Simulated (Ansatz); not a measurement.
# FH₅N₂OTi: how energies converge with the basis set

An exercise on one series of results from a longer session: the logs are not shown, and one member is left open.

Program: Ansatz 0.2.0, Gaussian basis. Level of theory: one geometry, several basis sets. These are calculated values, not measurements.

Levels to be run: PBE0-D4/def2-SVP; ωB97M-V/def2-SVP; PBE0-D4/def2-QZVPP; ωB97M-V/def2-QZVPP; the functionals' def2-TZVPP values are taken from earlier runs.

### Structure used throughout

The geometry comes from an earlier relaxation with PBE0-D4 in a triple-zeta def2 set; it is a stationary point, not always the lowest conformer.

SMILES `[NH2][Ti]([NH2])([OH])[F]`, 10 atoms, charge 0, spin multiplicity 1.

Atoms are counted from 1 here; the program's logs count them from 0.

Bond lengths: N1–Ti2 1.874 Å, N1–H6 1.011 Å, N1–H7 1.010 Å, Ti2–N3 1.879 Å, Ti2–O4 1.798 Å, Ti2–F5 1.778 Å, N3–H8 1.011 Å, N3–H9 1.009 Å, O4–H10 0.957 Å. Angles: Ti2–N1–H6 124.4°, Ti2–N1–H7 124.0°, H6–N1–H7 110.5°, N1–Ti2–N3 106.4°, N1–Ti2–O4 106.8°, N1–Ti2–F5 113.4°, N3–Ti2–O4 110.9°, N3–Ti2–F5 107.5°, O4–Ti2–F5 111.7°, Ti2–N3–H8 123.7°, Ti2–N3–H9 125.4°, H8–N3–H9 110.6°, Ti2–O4–H10 131.0°.

Coordinates:

```xyz
10

N    -1.2172    0.8898   -0.7196
Ti    0.2017    0.3425    0.3761
N     0.0850   -1.5289    0.4983
O     1.7193    0.8374   -0.4518
F     0.1122    0.9941    2.0279
H    -2.1746    0.9856   -0.4095
H    -1.0990    1.3024   -1.6339
H     0.5116   -2.0707    1.2375
H    -0.4826   -2.1187   -0.0913
H     2.4268    0.3154   -0.8307
```

The first run:

Contents of in.yaml:

```yaml
crystal:
  periodic: [false, false, false]
  atoms:
    - {symbol: N, position_ang: [-1.217182, 0.889753, -0.719553]}
    - {symbol: Ti, position_ang: [0.201743, 0.342483, 0.376064]}
    - {symbol: N, position_ang: [0.084979, -1.528905, 0.498276]}
    - {symbol: O, position_ang: [1.719299, 0.837355, -0.451833]}
    - {symbol: F, position_ang: [0.112199, 0.994089, 2.027877]}
    - {symbol: H, position_ang: [-2.174567, 0.985632, -0.409477]}
    - {symbol: H, position_ang: [-1.099045, 1.302419, -1.633867]}
    - {symbol: H, position_ang: [0.511570, -2.070739, 1.237540]}
    - {symbol: H, position_ang: [-0.482614, -2.118651, -0.091324]}
    - {symbol: H, position_ang: [2.426818, 0.315365, -0.830704]}
basis:
  gaussian: {orbitals: def2-SVP}
hamiltonian: {xc: pbe0, dispersion: d4}
output: {orbitals: {seedname: orbitals}}
```

Command:

```
$ ansatz run in.yaml --threads 4 --pin off --events-out ev --progress --plain --max-ram 10444MiB
```

Among the steps run: PBE0-D4 in def2-SVP; ωB97M-V in def2-SVP; PBE0-D4 in def2-QZVPP; ωB97M-V in def2-QZVPP.

One of the session's tables, all rows but one given; the rest of the session is left out.

It belongs to the step «Density functionals: the series». 

| functional | basis | HOMO (eV) |
| --- | --- | --- |
| PBE0-D4 | def2-SVP | -7.15 |
| PBE0-D4 | def2-TZVPP | -7.47 |
| PBE0-D4 | def2-QZVPP | ? |
| ωB97M-V | def2-SVP | -9.51 |
| ωB97M-V | def2-TZVPP | -9.84 |
| ωB97M-V | def2-QZVPP | -9.87 |

Q: Estimate the row for PBE0-D4, def2-QZVPP from the others.

**Answer.** HOMO (eV): -7.51. In the column «HOMO (eV)» it lies between ωB97M-V, def2-SVP (-9.51) and PBE0-D4, def2-TZVPP (-7.47).
